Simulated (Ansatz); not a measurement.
**C2H3FSi: molecular dynamics**

Aim: follow the molecule's vibrations and see whether its bonds hold. The start is relaxed first. Runs: 500 steps of 0.5 fs under a Langevin thermostat at 2000 K. SMILES of the start: F[SiH]1C=C1.

Program: Ansatz 0.2.0. Level of theory: UKS PBE0/def2-SVP. These are calculated values, not measurements.

### 1 The system as given

Bond lengths: F1–Si2 1.605 Å, Si2–C3 1.724 Å, Si2–C4 1.849 Å, C3–C4 1.344 Å, Si2–H5 1.498 Å, C3–H6 1.093 Å, C4–H7 1.029 Å. Angles: F1–Si2–C3 114.7°, F1–Si2–C4 106.2°, F1–Si2–H5 117.7°, C3–Si2–C4 44.0°, C3–Si2–H5 125.8°, C4–Si2–H5 106.6°, Si2–C3–C4 72.9°, Si2–C3–H6 152.6°, C4–C3–H6 134.4°, Si2–C4–C3 63.1°, Si2–C4–H7 149.2°, C3–C4–H7 147.4°.

As a file:

```xyz
7

F    -1.6315   -1.3140    0.1754
Si   -0.8715   -0.0203   -0.3946
C     0.2642    0.6850    0.6943
C     0.9193   -0.2591   -0.0020
H    -0.9551    0.2431   -1.8668
H     0.5465    1.3898    1.4812
H     1.7893   -0.7925   -0.1332
```

### 2 Relaxing the start

Contents of input.yaml:

```yaml
crystal:
  periodic: [false, false, false]
  atoms:
    - { symbol: F, position_ang: [-1.6315, -1.314, 0.1754] }
    - { symbol: Si, position_ang: [-0.8715, -0.0203, -0.3946] }
    - { symbol: C, position_ang: [0.2642, 0.685, 0.6943] }
    - { symbol: C, position_ang: [0.9193, -0.2591, -0.002] }
    - { symbol: H, position_ang: [-0.9551, 0.2431, -1.8668] }
    - { symbol: H, position_ang: [0.5465, 1.3898, 1.4812] }
    - { symbol: H, position_ang: [1.7893, -0.7925, -0.1332] }
magnetization:
  spin_polarized: true
basis:
  gaussian: { orbitals: def2-SVP }
hamiltonian:
  xc: pbe0
relax:
  f_tol: 0.02
  max_steps: 40
```

Started as:

```
$ ansatz run input.yaml --threads 2 --pin off --max-ram 3072MiB --backend cpu --events-out ev --progress --plain --runs-dir out
```

The runs that follow: The run.

Q: Predict the outcome of this session. Wanted: relaxation of the start; temperature, first and last step; temperature, second half; potential energy, second half; bonds formed or broken.

The runs gave:

```
                        quantity                            value
         relaxation of the start          7 moves, 0.848 eV lower
                          length              500 steps of 0.5 fs
temperature, first and last step                  1714 and 3012 K
        temperature, second half  mean 2063 K, from 805 to 3519 K
   potential energy, second half     +193 meV/atom from the start
          bonds formed or broken                                0
```

What this shows: Against a set 2000 K the second half averages 2063 K with a spread of 616 K. The bonds all hold. Averages from a run of 250 fs with 7 atoms are rough. The nuclei move classically, without zero-point motion, which matters most for hydrogen.
